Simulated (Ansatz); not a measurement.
**ClH3InN: ionisation energy by level of theory**

An exercise on one series of results from a longer session: the logs are not shown, and one member is left open.

Program: Ansatz 0.2.0, Gaussian basis. Level of theory: unrestricted cation, the program's frozen cores in correlated methods. These are calculated values, not measurements.

Plan: UKS PBE-D4/def2-TZVPP; UKS r2SCAN-D4/def2-TZVPP; UKS PBE0-D4/def2-TZVPP; UKS B3LYP-D4/def2-TZVPP; UKS wB97X-V/def2-TZVPP; UKS wB97M-V/def2-TZVPP; UKS B2PLYP/def2-TZVPP; UHF-CCSD(T)/def2-TZVPP; UHF-CCSD(T)/def2-QZVPP; extrapolation to the limit; then −ε(HOMO) from the neutral's earlier runs with LDA (SPW92), PBE-D4, revPBE-D4, BLYP-D4, r2SCAN-D4, B97M-V, PBE0-D4, B3LYP-D4, r2SCANh-D4, r2SCAN0-D4, HSE06-D4, BHLYP-D4, CAM-B3LYP-D4, LC-ωPBE, ωB97X-V, ωB97M-V.

### Structure used throughout

All runs share one geometry, relaxed beforehand with PBE0-D4 in a triple-zeta def2 set. In takes the def2 core potential; no spin-orbit term is included.

SMILES `[NH2][InH][Cl]`, 6 atoms, charge 0, spin multiplicity 1.

Atoms are counted from 1 here; the program's logs count them from 0.

Bond lengths: N1–In2 1.995 Å, N1–H4 1.007 Å, N1–H5 1.008 Å, In2–Cl3 2.339 Å, In2–H6 1.693 Å. Angles: In2–N1–H4 121.6°, In2–N1–H5 118.5°, H4–N1–H5 111.0°, N1–In2–Cl3 109.2°, N1–In2–H6 131.5°, Cl3–In2–H6 119.1°.

Set-up of the first run:

The input, in.yaml:

```yaml
crystal:
  periodic: [false, false, false]
  atoms:
    - {symbol: N, position_ang: [-1.020817, 0.188086, -0.504109]}
    - {symbol: In, position_ang: [0.792063, 0.148642, 0.327859]}
    - {symbol: Cl, position_ang: [0.990842, -1.771034, 1.649202]}
    - {symbol: H, position_ang: [-1.219397, 0.761364, -1.308183]}
    - {symbol: H, position_ang: [-1.558226, -0.664540, -0.526779]}
    - {symbol: H, position_ang: [2.057534, 1.273382, 0.315810]}
basis:
  gaussian: {orbitals: def2-TZVPP}
total_charge: 1
magnetization: {spin_polarized: true, initial_magnetization: 1}
hamiltonian: {xc: pbe, dispersion: d4}
```

The run is started by

```sh
ansatz run in.yaml --threads 2 --pin off --events-out ev --progress --plain --max-ram 20480MiB --backend cpu
```

Among the steps run: Cation, UKS PBE-D4/def2-TZVPP; Cation, UKS r2SCAN-D4/def2-TZVPP; Cation, UKS PBE0-D4/def2-TZVPP; Cation, UKS B3LYP-D4/def2-TZVPP; Cation, UKS wB97X-V/def2-TZVPP; Cation, UKS wB97M-V/def2-TZVPP; Cation, UKS B2PLYP (frozen core)/def2-TZVPP; Cation, UHF-CCSD(T)/def2-TZVPP; Cation, UHF-CCSD(T)/def2-QZVPP.

One of the session's tables, all rows but one given; the rest of the session is left out.

For comparison, −ε(HOMO) of the neutral from earlier runs:

```
  functional  −ε(HOMO) (eV)
 LDA (SPW92)           6.37
      PBE-D4           6.16
   revPBE-D4           6.09
     BLYP-D4           6.04
   r2SCAN-D4           6.44
      B97M-V           6.49
     PBE0-D4           7.50
    B3LYP-D4           7.27
  r2SCANh-D4           6.94
  r2SCAN0-D4           7.71
    HSE06-D4              ?
    BHLYP-D4           8.77
CAM-B3LYP-D4           8.93
     LC-ωPBE          10.35
     ωB97X-V           9.96
     ωB97M-V           9.85
```

Estimate the missing values for HSE06-D4.

**Answer.** −ε(HOMO) (eV): 7.10. In the column «−ε(HOMO) (eV)» it lies between r2SCANh-D4 (6.94) and B3LYP-D4 (7.27).

Caveats from the session: The cation may have settled in a state other than its lowest; no search over hole states beyond the program's own was made.
